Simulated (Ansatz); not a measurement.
# Mg2CuSi3 (R-3m) in Ansatz: reference runs

How does Mg2CuSi3 come out in PBE? The cell is run as given and disturbed.

Everything below comes from runs of Ansatz 0.2.0. Logs are shortened: lines on timing, memory, paths and dates and some standing lists are left out, and cuts for length are marked.

## (1) Starting point

The structure is trigonal, space group R-3m (No. 166). The conventional cell has a = 5.336 Å, b = 5.336 Å, c = 11.584 Å, α = 90.00°, β = 90.00°, γ = 120.00°. Cu (site symmetry -3m) is surrounded by 6 Si at 2.47 Å. Si (site symmetry 2/m) is surrounded by 2 Cu at 2.47 Å and 4 Si at 2.67 Å. Mg (site symmetry 3m) has 9 Si at 2.84 to 3.05 Å and 4 Mg at 2.95 to 3.21 Å and 3 Cu at 3.11 Å as nearest neighbours.

The cell comes from a database or a generator and needn't be the stable form of this composition.

## (2) Single point, PBE

File input.yaml:

```yaml
crystal:
  lattice:
    - [2.6680118973, 1.5403773871, 3.8613185812]
    - [-2.6680118973, 1.5403773871, 3.8613185812]
    - [0.0, -3.0807547742, 3.8613185812]
  atoms:
    - { symbol: Cu, position: [0.0, 0.0, 0.0] }
    - { symbol: Si, position: [0.0, 0.0, 0.5] }
    - { symbol: Si, position: [0.5, 0.0, 0.0] }
    - { symbol: Si, position: [0.0, 0.5, 0.0] }
    - { symbol: Mg, position: [0.372715, 0.372715, 0.372715] }
    - { symbol: Mg, position: [0.627285, 0.627285, 0.627285] }
hamiltonian:
  xc: pbe
  pseudopotentials: { kind: paw }
kpoints:
  mp_grid: { grid: [6, 6, 6] }
scf:
  occupations: { method: fermi_dirac, width: 0.05 }
output:
  forces: true
  stress: true
  eigenvalues: true
```

Potentials or basis: Ansatz PAW.

On the command line:

```bash
ansatz run input.yaml --threads 2 --pin off --max-ram 5120MiB --backend cpu --events-out ev --progress --plain --runs-dir out
```

The log of the run:

```text
Warning: RAYON_NUM_THREADS=2 ignored (pool sized by the plan → 2); use --threads N
Engine: ansatz 0.2.0, x86_64-unknown-linux-gnu
Pseudopotentials: kind: paw
Pseudopotential: Cu, paw, valence charge 19, recommended cutoff 420 eV (normal), Cu.paw.azcp
Pseudopotential: Si, paw, valence charge 4, recommended cutoff 420 eV (normal), Si.paw.azcp
Pseudopotential: Mg, paw, valence charge 10, recommended cutoff 420 eV (normal), Mg.paw.azcp
Functional definition: PBE
  parameter kappa = 0.804
  parameter beta = 0.06672455060314922
  exchange = pbe_x(kappa = kappa, mu = beta*pi^2/3)
  correlation = pbe_c(beta = beta)
Crystal: 6 atoms, lattice volume = 95.214 Å³
Basis set: ecut = 420 eV, 1861 PW (Γ), exchange–correlation on 72×72×72 points (8 copies of the dense FFT grid, shifted against one another)
Bands: 32, of which v1, the nominal top of the filled ones, is band 26 counted from 1 (25 counted from 0)
Symmetry: 12 space group operations
Space group: R-3m (ITA 166), of the structure as read, at distance tolerance 4.6e-5 Å
k-points: 32 of 216
Non-local potential: Cu, projectors of the file, l = 0: 3, l = 1: 2, l = 2: 3, l = 3: 1
Non-local potential: Si, projectors of the file, l = 0: 2, l = 1: 2, l = 2: 2
Non-local potential: Mg, projectors of the file, l = 0: 3, l = 1: 2, l = 2: 1
PAW form: soft (Blöchl's): semilocal exchange-correlation on the pseudo side does not see the compensation charge
PAW one-centre angular grid: Cu, 590 points (default); XC on 64 Gauss nodes
PAW one-centre angular grid: Si, 110 points (default); XC on 64 Gauss nodes
PAW one-centre angular grid: Mg, 110 points (default); XC on 64 Gauss nodes
Initial density: superposition of atomic densities (neutral atoms: chi_scale 0, normalization atom), corrected by the library's trained network
Initial wavefunctions: pseudopotential atomic-orbital guess
Functional: x = pbe(κ = 0.804, μ = 0.2195149727645171), c = pbe(β = 0.06672455060314922)
SCF iter   1: F=—  HF=-12379.913418 eV  |F-HF|=—  |Δ(HF+E_count)|=         —  Δρ=4.70e-3  dr2=2.76e-2  ethr=1.77e-3  ⟨swp⟩=6.3  Hψ=4317  notcnv=0  defer=3
preconditioner: auto → Kerker (q_TF=auto, 2.459 Å⁻¹)  [metal: Δε(μ)=0.044 eV  Ē_g=7.346 eV  σ=0.050 eV  W_gap=0.21  n_scr=20 (ndim 8)  ℏωp=19.8 eV  f_vac=0.000  D(μ)=2.47/eV (n_scr^D=14)]
SCF iter   2: F=—  HF=-12379.910391 eV  |F-HF|=—  |Δ(HF+E_count)|=   3.03e-3  Δρ=1.94e-3  dr2=8.71e-3  ethr=5.41e-5  ⟨swp⟩=2.3  Hψ=1653  notcnv=0  defer=5
SCF iter   3: F=—  HF=-12379.908519 eV  |F-HF|=—  |Δ(HF+E_count)|=   1.87e-3  Δρ=1.68e-3  dr2=3.17e-3  ethr=1.71e-5  ⟨swp⟩=2.0  Hψ=1324  notcnv=0  defer=5
SCF iter   4: F=—  HF=-12379.907652 eV  |F-HF|=—  |Δ(HF+E_count)|=   8.67e-4  Δρ=3.52e-4  dr2=1.71e-4  ethr=6.21e-6  ⟨swp⟩=2.0  Hψ=1379  notcnv=0  defer=5
SCF iter   5: F=—  HF=-12379.907604 eV  |F-HF|=—  |Δ(HF+E_count)|=   4.83e-5  Δρ=1.23e-4  dr2=1.75e-5  ethr=3.36e-7  ⟨swp⟩=2.3  Hψ=1389  notcnv=0  defer=5
SCF iter   6: F=—  HF=-12379.907583 eV  |F-HF|=—  |Δ(HF+E_count)|=   2.13e-5  Δρ=2.99e-5  dr2=1.06e-6  ethr=3.43e-8  ⟨swp⟩=2.0  Hψ=1283  notcnv=0  defer=5
SCF iter   7: F=—  HF=-12379.907582 eV  |F-HF|=—  |Δ(HF+E_count)|=   3.46e-7  Δρ=9.73e-6  dr2=6.57e-8  ethr=1.96e-10  ⟨swp⟩=5.8  Hψ=4780  notcnv=0
SCF iter   8: F=-12379.907582 eV  HF=-12379.907582 eV  |F-HF|=6.26e-10  |Δ(HF+E_count)|=   5.48e-9  Δρ=2.39e-6  dr2=4.80e-9  ethr=1.29e-10  ⟨swp⟩=4.0  Hψ=3071  notcnv=0
SCF 1 converged in 8 iterations: F = -12379.907582 eV  dr2 = 4.80e-9
SCF converged after 8 iterations
Free energy (F): -12379.907582 eV
Harris-Foulkes:  -12379.907582 eV  (|F-HF|=6.26e-10)
Internal energy: -12379.886024 eV  (E = F + TS)
E sigma→0 (E₀):  -12379.896803 eV
Entropy (-TS):   -0.021558 eV (-3.593 meV/atom)
Fermi energy:    10.088111 eV
--- Per-component energies (eV) ---
  E_band       = -1093.303910
  E_kinetic    = 574.137477
  E_local      = -8967.627868  (includes V_loc(G=0)·N_el)
  E_nonlocal   = 654.371911
  E_hartree    = 3745.299120
  E_xc         = -315.665242
  E_vxc        = -334.084158  (∫ρ·V_xc dr)
  E_paw        = -3782.804945  (= ΣΔE_a)
  E_vpaw       = -510.699235  (= ΣTr[D̂ρ^β])
  E_aug_tail   = 0.000301  (compensation charges beyond the density's cutoff)
  E_ewald      = -4287.596779
  E_smearing   = -0.021558  (= −TS)
  E_closure    = -0.000000  (closes the sum)
  Σ components = -12379.907582   (vs F -12379.907582, Δ=0.00e0)
--- Forces (eV/Å), atoms counted from 1 ---
  atom   1  Cu    -0.00000000     0.00000000     0.00000000
  atom   2  Si    -0.00000000    -0.00000000     0.00000000
  atom   3  Si    -0.00000000     0.00000000     0.00000000
  atom   4  Si    -0.00000000     0.00000000    -0.00000000
  atom   5  Mg     0.00000000    -0.00000000     0.09684295
  atom   6  Mg    -0.00000000     0.00000000    -0.09684295
  max |Σ_I F_I| component: 6.94e-18 eV/Å
--- Stress (GPa, compression-positive) ---
       -0.732108       0.000000      -0.000000
        0.000000      -0.732108       0.000000
       -0.000000       0.000000       1.969505
  P = ⅓ Tr σ = 0.1684 GPa (1.684 kbar)
--- Band table (eV; the first three rows and the last of 32) ---
  k-point 0: bands = ["-103.7461", "-66.3173", "-66.3145", "-61.2166", "-61.0579", "-61.0579", "-33.0813", "-33.0813", "-33.0737", "-33.0737", "-33.0688", "-33.0492", "-2.2832", "3.7297", "3.7297", "4.0803", "5.4689", "6.0051", "6.0051", "6.1166", "6.1166", "6.8998", "7.2333", "7.2333", "8.8035", "8.8035", "8.9508", "9.6838", "11.1388", "11.7904", "11.7904", "14.2277"]
  k-point 1: bands = ["-103.7461", "-66.3172", "-66.3146", "-61.2166", "-61.0579", "-61.0579", "-33.0815", "-33.0812", "-33.0741", "-33.0735", "-33.0686", "-33.0492", "-2.0880", "2.5212", "3.6035", "4.8274", "5.2484", "5.8088", "5.9386", "6.0269", "6.4342", "6.8375", "7.4175", "7.7640", "8.1473", "8.3829", "9.9291", "10.3620", "11.2518", "12.2180", "12.6600", "14.5829"]
  k-point 2: bands = ["-103.7461", "-66.3170", "-66.3148", "-61.2167", "-61.0579", "-61.0579", "-33.0818", "-33.0811", "-33.0748", "-33.0731", "-33.0682", "-33.0491", "-1.5368", "1.0956", "3.4023", "4.7952", "5.2553", "5.6714", "5.9672", "5.9741", "6.7405", "6.8374", "7.4556", "7.4666", "8.5426", "8.8615", "10.4992", "11.9564", "12.1633", "12.2843", "12.7720", "14.3016"]
  k-point 31: bands = ["-103.7461", "-66.3160", "-66.3158", "-61.2167", "-61.0580", "-61.0580", "-33.0833", "-33.0833", "-33.0717", "-33.0717", "-33.0691", "-33.0491", "-1.1557", "2.3063", "3.2980", "3.9619", "3.9619", "4.9722", "4.9722", "5.5656", "5.5656", "6.7436", "7.2349", "7.2349", "8.4679", "11.7593", "11.7593", "12.2283", "12.9545", "12.9545", "14.7460", "16.8349"]
```

It took 8.4 s on 2 threads of Intel Xeon at 2.50GHz (Skylake/Cascade Lake), shared host; peak memory 0.43 GiB.

Results:

```yaml
Free_energy: -12379.9076 eV
Pressure: 0.2 GPa
Largest_force: 0.097 eV/Å
Band_gap_on_the_k_mesh: none (metal or under the smearing width)
```

Forces in eV/Å, atoms in the order of the input:
```
Cu   0.000  0.000  0.000
Si   0.000  0.000  0.000
Si   0.000  0.000  0.000
Si   0.000  0.000  0.000
Mg   0.000  0.000  0.097
Mg   0.000  0.000 -0.097
```

Stress tensor (GPa, compression positive):
```
-0.73  0.00  0.00
 0.00 -0.73  0.00
 0.00  0.00  1.97
```

Levels at points of the mesh, in eV from the Fermi level:
```csv
k point,band 24,band 25,band 26,band 27,band 28,band 29
"(0.00, 0.00, 0.00)",-2.85,-1.28,-1.28,-1.14,-0.40,1.05
"(0.00, 0.00, -0.50)",-2.80,-0.50,-0.06,0.40,0.65,0.82
"(0.00, -0.50, -0.50)",0.01,0.27,0.57,1.10,2.33,2.93
"(-0.50, -0.50, -0.50)",-2.85,-1.62,1.67,1.67,2.14,2.87
```

## (3) Single point, PBE (atoms moved at random, drawn with an rms of 0.05 Å)

File input.yaml:

```yaml
crystal:
  lattice:
    - [2.6680118973, 1.5403773871, 3.8613185812]
    - [-2.6680118973, 1.5403773871, 3.8613185812]
    - [0.0, -3.0807547742, 3.8613185812]
  atoms:
    - { symbol: Cu, position: [0.001944, 0.000339, -0.008272] }
    - { symbol: Si, position: [0.004726, -0.000516, 0.497238] }
    - { symbol: Si, position: [0.489407, -0.001478, 0.002917] }
    - { symbol: Si, position: [0.01679, 0.510141, -0.013772] }
    - { symbol: Mg, position: [0.368454, 0.379987, 0.367408] }
    - { symbol: Mg, position: [0.630625, 0.614045, 0.632492] }
hamiltonian:
  xc: pbe
  pseudopotentials: { kind: paw }
kpoints:
  mp_grid: { grid: [6, 6, 6] }
scf:
  occupations: { method: fermi_dirac, width: 0.05 }
output:
  forces: true
  stress: true
  eigenvalues: true
```

Potentials or basis: Ansatz PAW.

On the command line:

```bash
ansatz run input.yaml --threads 2 --pin off --max-ram 5120MiB --backend cpu --events-out ev --progress --plain --runs-dir out
```

It took 38 s on 2 threads of Intel Xeon at 2.50GHz (Skylake/Cascade Lake), shared host; peak memory 0.54 GiB.

The run converged. Its results:

* Free energy: -12379.8729 eV
* Pressure: 0.4 GPa
* Largest force: 0.486 eV/Å
* Band gap on the k mesh: none (metal or under the smearing width)

Forces in eV/Å, atoms in the order of the input:
```
Cu  -0.259 -0.067  0.204
Si  -0.050  0.022 -0.195
Si   0.120  0.048  0.263
Si   0.024 -0.124 -0.470
Mg   0.194 -0.037  0.164
Mg  -0.029  0.158  0.034
```

Stress tensor (GPa, compression positive):
```
-0.64 -0.03  0.13
-0.03 -0.30 -0.04
 0.13 -0.04  2.28
```

Levels at points of the mesh, in eV from the Fermi level:
```tsv
k point	band 22	band 23	band 24	band 25	band 26	band 27	band 28	band 29	band 30	band 31
(0.00, 0.00, 0.00)	-3.17	-2.86	-2.84	-1.40	-1.27	-1.07	-0.36	1.05	1.66	1.76
(0.00, 0.00, -0.50)	-3.17	-3.04	-2.71	-0.50	-0.10	0.39	0.67	0.83	3.47	4.23
(0.00, -0.50, 0.00)	-3.18	-3.00	-2.71	-0.54	0.03	0.38	0.66	0.84	3.39	4.22
(0.00, -0.50, -0.50)	-3.53	-3.34	0.03	0.26	0.62	1.11	2.30	2.93	3.96	4.05
(-0.50, 0.00, 0.00)	-3.18	-2.96	-2.79	-0.48	-0.08	0.40	0.67	0.84	3.47	4.25
(-0.50, 0.00, -0.50)	-3.55	-3.33	-0.11	0.38	0.57	1.09	2.36	2.97	4.00	4.03
(-0.50, -0.50, 0.00)	-3.54	-3.34	-0.06	0.36	0.56	1.12	2.31	2.93	3.96	4.03
(-0.50, -0.50, -0.50)	-3.35	-2.86	-2.84	-1.62	1.66	1.68	2.14	2.84	2.88	4.66
```
